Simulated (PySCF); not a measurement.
# C₃H₅FN₂Si: electronic excitations

Aim: predict the electronic excitations of C₃H₅FN₂Si (`N#C[C@@H](F)/C=N\[SiH3]`).

Computed with PySCF 2.14.0, with density-fitted response routines of our own, on a single molecule in the gas phase. Atoms are numbered from 0 throughout.

### Step 1. The molecule as given

12 atoms, charge 0, multiplicity 1; geometry from: GFN2-xTB.

Bonds of the start (Å): N0–C1 1.14, C1–C2 1.45, C2–F3 1.38, C2–C4 1.53, C4–N5 1.24, N5–Si6 1.73, C2–H7 1.10, C4–H8 1.09, Si6–H9 1.47, Si6–H10 1.46, Si6–H11 1.46.

### Step 2. Excited states and response: CAM-B3LYP/def2-SVPD

What the job is given:

```
{"job": {"kind": "uv", "xc": "CAM-B3LYP", "basis": "def2-SVPD", "nstates": 8, "ntriplets": 3}, "charge": 0, "multiplicity": 1}
N     -1.739897    -0.062169     2.151371
C     -1.577885    -0.238134     1.034904
C     -1.345814    -0.420892    -0.385602
F     -2.535998    -0.413663    -1.074844
C     -0.447893     0.708976    -0.884957
N      0.757524     0.851235    -0.636632
Si     1.944911     0.015556     0.299176
H     -0.869737    -1.396842    -0.558149
H     -0.976583     1.430286    -1.508631
H      1.518439    -1.248123     0.914435
H      2.985199    -0.224246    -0.694352
H      2.288932     0.997332     1.317253
```

With the program's defaults for keys left out, this is: TDDFT CAM-B3LYP/def2-SVPD, vertical, gas phase, core orbitals frozen in the response.

Command:

```
$ OMP_NUM_THREADS=1 python probes_run.py task.json out
```

One launch serves the whole session: the jobs run in the order shown.

What will the session give for the following? lowest singlet (CAM-B3LYP/def2-SVPD); brightest single state of those computed; lowest triplet. Wanted: lowest singlet; brightest single state of those computed; lowest triplet.

As calculated:

```
                                quantity                        value
    lowest singlet (CAM-B3LYP/def2-SVPD)  4.08 eV (304 nm), f = 0.000
brightest single state of those computed  state 5, 7.51 eV, f = 0.224
                          lowest triplet                      3.51 eV
```

In words: The first singlet state (HOMO→LUMO 0.95) lies at 4.08 eV and is dark; of the 8 states computed, the strongest absorption comes from state 5 at 7.51 eV. The lowest triplet lies 0.57 eV below the lowest singlet (triplets in Tamm-Dancoff, singlets in full TDDFT).
